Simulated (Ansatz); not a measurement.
# SiH₃Br + CH₄: a complex and its separated parts

Aim: how far the complex at one end of a reaction step lies below its separated, relaxed parts, level by level.

Method: PBE0-D4/def2-TZVP structures, single points in def2-TZVPP, no counterpoise correction; program: Ansatz 0.2.0, Gaussian basis.

Levels: SPW92, PBE-D4, BLYP-D4, r2SCAN-D4, B97M-V, PBE0-D4, B3LYP-D4, r2SCAN0-D4, BHLYP-D4, CAM-B3LYP-D4, wB97X-V, wB97M-V, B2PLYP, PBE-QIDH, RPA on PBE, Hartree-Fock, MP2, CCSD, CCSD(T).

Cores are frozen in the correlated methods. Filled d shells of the heavier atoms are correlated. B3LYP uses VWN-RPA correlation. B2PLYP carries no dispersion term here.

94 further runs of the same task are left out: 94 set aside as unsound or not needed.

### Step 1. The starting structure

The complex: 10 atoms, charge 0, spin multiplicity 1.

Atoms are counted from 1 here; the program's logs count them from 0.

Bond lengths: Si1–Br2 2.220 Å, Si1–H3 1.481 Å, Si1–H4 1.480 Å, Si1–H5 1.481 Å, H6–C7 1.090 Å, C7–H8 1.090 Å, C7–H9 1.090 Å, C7–H10 1.090 Å. Angles: Br2–Si1–H3 108.3°, Br2–Si1–H4 108.4°, Br2–Si1–H5 108.3°, H3–Si1–H4 110.6°, H3–Si1–H5 110.5°, H4–Si1–H5 110.6°, H6–C7–H8 109.5°, H6–C7–H9 109.6°, H6–C7–H10 109.5°, H8–C7–H9 109.4°, H8–C7–H10 109.5°, H9–C7–H10 109.4°.

Coordinates:

```csv
atom,x (Å),y (Å),z (Å)
Si1,-1.98653,-0.10705,-0.88190
Br2,-0.78886,-1.82550,-1.61858
H3,-2.40860,0.69980,-2.04933
H4,-1.14079,0.69637,0.02872
H5,-3.16753,-0.63803,-0.16404
H6,1.57385,-0.54473,0.24757
C7,1.89835,0.23444,0.93663
H8,1.82347,1.20608,0.44860
H9,2.93258,0.05504,1.22928
H10,1.26416,0.22357,1.82295
```

Its parts: SiH₃Br holds atoms 1, 2, 3, 4, 5; CH₄ holds atoms 6, 7, 8, 9, 10. Each part counts its atoms afresh in its own runs.

### Step 2. Relaxing SiH₃Br alone

Input file relax-a/in.yaml:

```yaml
crystal:
  periodic: [false, false, false]
  atoms:
    - {symbol: Si, position_ang: [-1.986528, -0.107046, -0.881903]}
    - {symbol: Br, position_ang: [-0.788858, -1.825499, -1.618583]}
    - {symbol: H, position_ang: [-2.408603, 0.699800, -2.049332]}
    - {symbol: H, position_ang: [-1.140794, 0.696372, 0.028715]}
    - {symbol: H, position_ang: [-3.167535, -0.638027, -0.164043]}
basis:
  gaussian: {orbitals: def2-TZVP}
hamiltonian: {xc: pbe0, dispersion: d4}
relax: {f_tol: 0.005, max_steps: 200}
```

Launch:

```
ansatz run in.yaml --threads 4 --pin off --events-out ev --progress --plain --max-ram 9574MiB
```

After this run come: Relaxing CH₄ alone; SPW92/def2-TZVPP; PBE-D4/def2-TZVPP; BLYP-D4/def2-TZVPP; r2SCAN-D4/def2-TZVPP; B97M-V/def2-TZVPP; PBE0-D4/def2-TZVPP; B3LYP-D4/def2-TZVPP; r2SCAN0-D4/def2-TZVPP; BHLYP-D4/def2-TZVPP; CAM-B3LYP-D4/def2-TZVPP; wB97X-V/def2-TZVPP; wB97M-V/def2-TZVPP; B2PLYP/def2-TZVPP; PBE-QIDH/def2-TZVPP; RPA on PBE/def2-TZVPP; CCSD(T)/def2-TZVPP; Vibrations of SiH₃Br; Vibrations of CH₄.

Before running it: what results should come out? Wanted: complex less parts, CCSD(T)/def2-TZVPP; with zero-point energy; largest T1 diagnostic.

As calculated:

```
                              quantity           value
complex less parts, CCSD(T)/def2-TZVPP  -0.78 kcal/mol
                with zero-point energy  -0.40 kcal/mol
                 largest T1 diagnostic           0.008
```

What this shows: At CCSD(T) the complex lies 0.78 kcal/mol below its parts. The functionals run from r2SCAN0-D4, off by -0.01 kcal/mol, to SPW92, off by -0.72 kcal/mol, against CCSD(T). BLYP-D4 is as near within the digits shown. By rung, the mean size of the error is: LDA 0.72, GGA 0.19, meta-GGA 0.05, hybrid 0.14, range-separated hybrid 0.11, double hybrid 0.50 kcal/mol. PBE-D4 gives a relative energy 0.36 kcal/mol too low, an error of 46 % of the reference. The complex's frequency run has imaginary modes: the structure is no minimum, so both the energy and the zero-point correction are in doubt. No counterpoise was applied, and triple zeta lacks some correlation, so the CCSD(T) reference has a basis error of its own, and close matches with it are partly luck.
